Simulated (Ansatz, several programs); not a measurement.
An ordered 8-atom cell of Ga4SbP3 on the zincblende lattice (P-4m2), relaxed with r2SCAN in Ansatz (plane waves, PAW): it is tetragonal, P-4m2 (No. 115); a = 3.976 Å, c = 11.236 Å in the conventional setting, 22.20 Å³ an atom. P is surrounded by 4 Ga at 2.39 Å; Ga is surrounded by 4 P at 2.39 Å; Ga is surrounded by 2 P at 2.39 Å and 2 Sb at 2.58 Å; Sb is surrounded by 4 Ga at 2.58 Å. The cell was then scaled with its shape and fractional coordinates held, which makes it stiffer than a relaxed compression. Computed, not measured; no magnetism was allowed, and whether the structure is a known phase isn't checked.

```csv
V (Å³/atom),E (meV/atom)
20.868,21.31
22.200,0.00
22.866,4.62
23.532,17.38
```

Q: Pass a cubic E = c₀ + c₁u + c₂u² + c₃u³, with u = V − 22.366 Å³, through these points.

A: c₀ = 0.31, c₁ = +3.607, c₂ = 10.473, c₃ = -0.8646 (meV and Å³).

Q: Where is the minimum, and what bulk modulus follows?

A: dE/du = 0 at u = -0.169, so V₀ = 22.20 Å³. B = V₀ d²E/dV² = 22.20 × (2c₂ + 6c₃u) = 22.20 × 21.821 = 484 meV/Å³, and 1 meV/Å³ is 0.16022 GPa: 78 GPa. A third-order Birch-Murnaghan fit to all five points gives 22.20 Å³ and 77 GPa.

Q: Predict the energy and the pressure at the withheld volume, 21.534 Å³.

A: With u = -0.832: E ≈ 5.06 meV and P = −dE/dV ≈ +2.50 GPa. The run gives 5.00 meV and, from its stress, +2.49 GPa.
